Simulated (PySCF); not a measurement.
# CuH12N4 ([Cu(NH3)4]3+): the cost of one run

Computed with PySCF 2.14.0 and routines of our own; the level stands in each step. Atoms count from 0.

## 1. The starting structure

17 atoms, charge 3, states of the metal's open shell are computed; geometry from: model start, shaken.

## 2. Relaxing the molecule at PBE0-D3(BJ)/def2-SVP

The job: settings as JSON, then the geometry in Å.

```
{"job": {"xc": "PBE0", "basis": "def2-SVP", "d3": "d3bj", "grid": 1, "maxiter": 45, "solvent": "water", "kind": "geom"}, "charge": 3, "metal": "Cu", "open_shell": "d8"}
Cu     0.000020     0.004480    -0.004110
N      1.836640    -0.006820    -0.014870
H      2.241240     0.962460    -0.007380
H      2.231030    -0.463830     0.821460
H      2.241920    -0.485140    -0.816540
N     -1.839570    -0.020160    -0.006860
H     -2.268860    -0.961700    -0.027630
H     -2.243860     0.452170     0.820170
H     -2.237990     0.468380    -0.853860
N     -0.008080     1.849270     0.001700
H     -0.022950     2.233170     0.927680
H      0.803970     2.256250    -0.483290
H     -0.816590     2.253600    -0.479930
N     -0.001680    -1.848340     0.000960
H     -0.018380    -2.239190    -0.921970
H      0.792900    -2.227450     0.472970
H     -0.825730    -2.210330     0.482610
```

The run is started by

```bash
$ OMP_NUM_THREADS=1 python lf_run.py task.json out
```

This one command runs all jobs of the session in turn.

**Question.** How long does this first job take on 1 thread of Intel Xeon Platinum 8259CL at 2.50GHz, shared host, and how much memory does it need?

About 12 min, with a peak of 1.5 GiB.
